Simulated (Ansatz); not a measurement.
# C2H6F2O2Sn: small, medium and large basis sets

Aim: see how fast density functionals converge with the basis set for C2H6F2O2Sn.

Program: Ansatz 0.2.0, Gaussian basis. Level of theory: one geometry, several basis sets. These are calculated values, not measurements.

Plan: PBE0-D4/def2-SVP; ωB97M-V/def2-SVP; PBE0-D4/def2-QZVPP; ωB97M-V/def2-QZVPP; the functionals' def2-TZVPP values are taken from earlier runs.

## 1. The geometry

All runs share one geometry, relaxed beforehand with PBE0-D4 in a triple-zeta def2 set. Sn takes the def2 core potential; no spin-orbit term is included.

SMILES `C[O][Sn]([F])([F])[O]C`, 13 atoms, charge 0, spin multiplicity 1.

Atoms are counted from 1 here; the program's logs count them from 0.

Bond lengths: C1–O2 1.419 Å, C1–H8 1.094 Å, C1–H9 1.095 Å, C1–H10 1.092 Å, O2–Sn3 1.927 Å, Sn3–F4 1.896 Å, Sn3–F5 1.896 Å, Sn3–O6 1.927 Å, O6–C7 1.419 Å, C7–H11 1.094 Å, C7–H12 1.092 Å, C7–H13 1.095 Å. Angles: O2–C1–H8 112.3°, O2–C1–H9 111.8°, O2–C1–H10 106.9°, H8–C1–H9 108.9°, H8–C1–H10 108.5°, H9–C1–H10 108.4°, C1–O2–Sn3 121.1°, O2–Sn3–F4 106.8°, O2–Sn3–F5 108.4°, O2–Sn3–O6 117.3°, F4–Sn3–F5 109.0°, F4–Sn3–O6 108.4°, F5–Sn3–O6 106.8°, Sn3–O6–C7 121.1°, O6–C7–H11 112.3°, O6–C7–H12 106.9°, O6–C7–H13 111.8°, H11–C7–H12 108.5° and more.

Geometry (Å):

```xyz
13
C2H6F2O2Sn
C    -1.70467    1.83562   -0.47560
O    -0.31652    1.57843   -0.32870
Sn    0.32250    0.24266    0.90494
F     2.10387    0.71703    1.34999
F    -0.74496    0.31433    2.47075
O     0.31181   -1.59003    0.30862
C     1.36241   -2.10507   -0.49491
H    -2.18951    2.05386    0.48090
H    -2.22545    0.99918   -0.95397
H    -1.79829    2.71292   -1.11872
H     2.34670   -1.94132   -0.04551
H     1.19683   -3.18072   -0.58208
H     1.35578   -1.67168   -1.50080
```

## 2. PBE0-D4 in def2-SVP

in.yaml reads:

```yaml
crystal:
  periodic: [false, false, false]
  atoms:
    - {symbol: C, position_ang: [-1.704670, 1.835624, -0.475602]}
    - {symbol: O, position_ang: [-0.316516, 1.578430, -0.328696]}
    - {symbol: Sn, position_ang: [0.322502, 0.242658, 0.904941]}
    - {symbol: F, position_ang: [2.103869, 0.717027, 1.349990]}
    - {symbol: F, position_ang: [-0.744955, 0.314325, 2.470749]}
    - {symbol: O, position_ang: [0.311807, -1.590034, 0.308616]}
    - {symbol: C, position_ang: [1.362414, -2.105075, -0.494913]}
    - {symbol: H, position_ang: [-2.189510, 2.053860, 0.480901]}
    - {symbol: H, position_ang: [-2.225454, 0.999181, -0.953974]}
    - {symbol: H, position_ang: [-1.798287, 2.712922, -1.118725]}
    - {symbol: H, position_ang: [2.346699, -1.941322, -0.045506]}
    - {symbol: H, position_ang: [1.196826, -3.180717, -0.582075]}
    - {symbol: H, position_ang: [1.355777, -1.671678, -1.500804]}
basis:
  gaussian: {orbitals: def2-SVP}
hamiltonian: {xc: pbe0, dispersion: d4}
output: {orbitals: {seedname: orbitals}}
```

Run with:

```
ansatz run in.yaml --threads 2 --pin off --events-out ev --progress --plain --max-ram 20480MiB --backend cpu
```

Further steps of the session: ωB97M-V in def2-SVP; PBE0-D4 in def2-QZVPP; ωB97M-V in def2-QZVPP.

Q: Predict the results of all the runs planned. Wanted: PBE0-D4: double and triple zeta above quadruple; ωB97M-V: double and triple zeta above quadruple.

**Answer**, as computed:

| quantity | value |
| --- | --- |
| PBE0-D4: double and triple zeta above quadruple | 15.83, 0.78 eV |
| ωB97M-V: double and triple zeta above quadruple | 16.19, 0.75 eV |

For PBE0-D4 the step from double to triple zeta gains 15.05 eV and the next only 0.78 eV. These are total energies; as a rule much of such shifts cancels in differences, which this series doesn't test.
